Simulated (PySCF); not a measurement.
# Ru³⁺: dipole response in x2c-TZVPPall plus 1 even-tempered diffuse shell per l

Aim: the static polarisability and the C₆ coefficient of Ru³⁺, method by method.

Method: unrestricted determinants in a Gaussian basis, no spin-orbit coupling in the energies. Code: PySCF 2.14.0.

### Step 1. The system

```
Element     : ruthenium (Z = 44)
Basis       : x2c-TZVPPall with one added diffuse shell each of s, p, d, f type (9s7p7d3f1g, 95 functions)
Hamiltonian : the spin-free X2C one-electron Hamiltonian (Gaussian nucleus)
State 1     : Ru³⁺: [Kr] 4d5, high-spin 6S determinant
Methods     : UHF, PBE, PBE0
```

The outer shells:

Ru3+ [Kr] 4d5
```
[Kr] core
4d [↑ ][↑ ][↑ ][↑ ][↑ ]
```

The runs were made by one driver on top of PySCF. The scripts below sum up each run's settings (the driver also hands on starting orbitals that pick excited configurations, and frozen orbitals as a list rather than a count), and the logs come from the driver's own runs. The driver starts from symmetry-adapted Hartree-Fock orbitals, holds the occupation by maximum overlap and uses a logarithmic radial grid for functionals, so a plain start would take other cycles.

The integrals over 95 functions and the set-up took 3.4 s of CPU time.

### Step 2. Ru³⁺, method by method

Level: UHF.

input.py

```python
from pyscf import gto, scf, dft, mp, cc
import basis_set_exchange as bse
mol = gto.M(atom="Ru 0 0 0", charge=3, spin=5, symmetry="D2h",
            basis=gto.basis.parse(bse.get_basis("x2c-TZVPPall", elements=["Ru"], fmt="nwchem", augment_diffuse=1)),
            nucmod="G")
mf = scf.UHF(mol).sfx2c1e()
mf.irrep_nelec = {'Ag': (8, 6), 'B1g': (2, 1), 'B2g': (2, 1), 'B3g': (2, 1), 'B1u': (3, 3), 'B2u': (3, 3), 'B3u': (3, 3)}
mf.kernel()
```

Standard output:

```text
damping factor = 0
level_shift factor = 0
DIIS = <class 'pyscf.scf.diis.CDIIS'>
diis_start_cycle = 1
diis_space = 10
diis_damp = 0
SCF conv_tol = 1e-09
SCF conv_tol_grad = None
number electrons alpha = 23  beta = 18
cycle= 1 E= -4526.23471918214  delta_E= -1e-10  |g|= 3.83e-06  |ddm|= 1.72e-05
converged SCF energy = -4526.23471918214  <S^2> = 8.7508218  2S+1 = 6.0002739
```

It used 7.9 s of CPU time after the integrals (shared host).

The occupied shells:

```
shell  electrons  mean orbital energy (eV)  spread (eV)  rms radius (bohr)
 1s β          1                  -22269.7            0             0.0384
 1s α          1                  -22269.6            0             0.0384
 2s α          1                   -3312.8            0              0.158
 2s β          1                   -3311.3            0              0.158
 2p α          3                   -2965.2            0              0.140
 2p β          3                   -2963.8            0              0.140
 3s α          1                   -647.15            0              0.428
 3s β          1                   -646.40            0              0.428
 3p α          3                   -529.82            0              0.432
 3p β          3                   -528.89            0              0.432
 3d α          5                   -341.08            0              0.418
 3d β          5                   -338.95            0              0.418
 4s α          1                   -132.64            0               1.08
 4s β          1                   -124.03            0               1.08
 4p α          3                   -97.982            0               1.19
 4p β          3                   -86.873            0               1.19
 4d α          5                   -46.176            0               1.53
```

⟨S²⟩ = 8.751, ⟨L²⟩ = 0.00.

The driver then solved the coupled dipole response at imaginary frequencies: mean α = 4.608 bohr³, C₆ = 20.94 au for a like pair.

Level: PBE.

input.py differs from the last one in:

```diff
@@ -5,3 +5,3 @@
             nucmod="G")
-mf = scf.UHF(mol).sfx2c1e()
+mf = dft.UKS(mol, xc="PBE").sfx2c1e()
 mf.irrep_nelec = {'Ag': (8, 6), 'B1g': (2, 1), 'B2g': (2, 1), 'B3g': (2, 1), 'B1u': (3, 3), 'B2u': (3, 3), 'B3u': (3, 3)}
```

Standard output:

```text
damping factor = 0
level_shift factor = 0
DIIS = <class 'pyscf.scf.diis.CDIIS'>
diis_start_cycle = 1
diis_space = 10
diis_damp = 0
SCF conv_tol = 1e-09
SCF conv_tol_grad = None
number electrons alpha = 23  beta = 18
XC functionals = PBE
    J. P. Perdew, K. Burke, and M. Ernzerhof.,  Phys. Rev. Lett. 77, 3865 (1996)
    J. P. Perdew, K. Burke, and M. Ernzerhof.,  Phys. Rev. Lett. 78, 1396 (1997)
    J. P. Perdew, K. Burke, and M. Ernzerhof.,  Phys. Rev. Lett. 77, 3865 (1996)
    J. P. Perdew, K. Burke, and M. Ernzerhof.,  Phys. Rev. Lett. 78, 1396 (1997)
cycle= 1 E= -4527.95986880229  delta_E= -0.0104  |g|= 0.0602  |ddm|= 0.119
cycle= 2 E= -4527.95999603633  delta_E= -0.000127  |g|= 0.023  |ddm|= 0.0173
cycle= 3 E= -4527.96002497823  delta_E= -2.89e-05  |g|= 0.00369  |ddm|= 0.00892
cycle= 4 E= -4527.9600273343  delta_E= -2.36e-06  |g|= 0.000157  |ddm|= 0.00227
cycle= 5 E= -4527.96002734011  delta_E= -5.81e-09  |g|= 5.02e-06  |ddm|= 0.000111
cycle= 6 E= -4527.96002734012  delta_E= -8.19e-12  |g|= 1.06e-07  |ddm|= 3.27e-06
converged SCF energy = -4527.96002734012  <S^2> = 8.7502536  2S+1 = 6.0000845
```

It used 11 s of CPU time after the integrals (shared host).

The driver then solved the coupled dipole response at imaginary frequencies: mean α = 5.024 bohr³, C₆ = 22.93 au for a like pair.

Level: PBE0.

input.py differs from the last one in:

```diff
@@ -5,3 +5,3 @@
             nucmod="G")
-mf = dft.UKS(mol, xc="PBE").sfx2c1e()
+mf = dft.UKS(mol, xc="PBE0").sfx2c1e()
 mf.irrep_nelec = {'Ag': (8, 6), 'B1g': (2, 1), 'B2g': (2, 1), 'B3g': (2, 1), 'B1u': (3, 3), 'B2u': (3, 3), 'B3u': (3, 3)}
```

Standard output:

```text
damping factor = 0
level_shift factor = 0
DIIS = <class 'pyscf.scf.diis.CDIIS'>
diis_start_cycle = 1
diis_space = 10
diis_damp = 0
SCF conv_tol = 1e-09
SCF conv_tol_grad = None
number electrons alpha = 23  beta = 18
XC functionals = PBE0
    C. Adamo and V. Barone.,  J. Chem. Phys. 110, 6158 (1999)
    M. Ernzerhof and G. E. Scuseria.,  J. Chem. Phys. 110, 5029 (1999)
cycle= 1 E= -4528.05846771103  delta_E= -0.00546  |g|= 0.0343  |ddm|= 0.0829
cycle= 2 E= -4528.05852859212  delta_E= -6.09e-05  |g|= 0.00829  |ddm|= 0.0107
cycle= 3 E= -4528.05853165166  delta_E= -3.06e-06  |g|= 0.000566  |ddm|= 0.0018
cycle= 4 E= -4528.0585316933  delta_E= -4.16e-08  |g|= 0.000209  |ddm|= 0.00045
cycle= 5 E= -4528.05853170027  delta_E= -6.97e-09  |g|= 2.38e-06  |ddm|= 0.000127
cycle= 6 E= -4528.05853170027  delta_E= -4.55e-12  |g|= 1.3e-07  |ddm|= 3.41e-06
converged SCF energy = -4528.05853170027  <S^2> = 8.7503364  2S+1 = 6.0001121
```

CPU time 16 s on a shared host, the integrals not counted.

The driver then solved the coupled dipole response at imaginary frequencies: mean α = 4.861 bohr³, C₆ = 22.14 au for a like pair.

Radial density 4πr²ρ of Ru³⁺ at UHF, without picture-change correction:

```
r (bohr)   density  spin density
0.000549     0.500         0.000
0.000924      1.20         0.000
 0.00155      2.83         0.000
 0.00261      6.43         0.000
 0.00440      13.8        -0.001
 0.00739      27.0        -0.002
  0.0124      44.5        -0.003
  0.0209      56.0        -0.003
  0.0352      50.6        -0.002
  0.0592      50.9         0.010
  0.0996      69.7         0.146
   0.167      49.8         0.658
   0.282      52.6         0.875
   0.474      33.2        -0.012
   0.797      13.3         2.186
    1.34      9.46         3.918
    2.25      1.25         0.962
    3.79    0.0221         0.022
    6.38  1.63e-05         0.000
```

### Step 3. Polarisabilities and C₆

Ru³⁺, in atomic units:

```
method  mean α  C₆ (like pair)  S(−4)
   UHF   4.608           20.94  4.188
   PBE   5.024           22.93  5.755
  PBE0   4.861           22.14  5.106
```

α(iu) at PBE0:

```
u (hartree)  α(iu) (bohr³)
          0          4.861
     0.0500          4.848
      0.100          4.811
      0.200          4.671
      0.300          4.467
      0.500          3.975
      0.750          3.368
       1.00          2.847
       1.50          2.063
       2.00          1.531
       3.00         0.9094
       5.00         0.4132
```

### Step 4. Summary of results

| quantity | value |
| --- | --- |
| α of Ru³⁺ | 4.608 (UHF) to 5.024 (PBE) bohr³ |

A single London oscillator with the computed α and C₆ of Ru³⁺ at UHF would have ω = 4 C₆ / (3 α²) = 1.32 hartree. All values hold for this basis alone; no basis-set limit was taken.
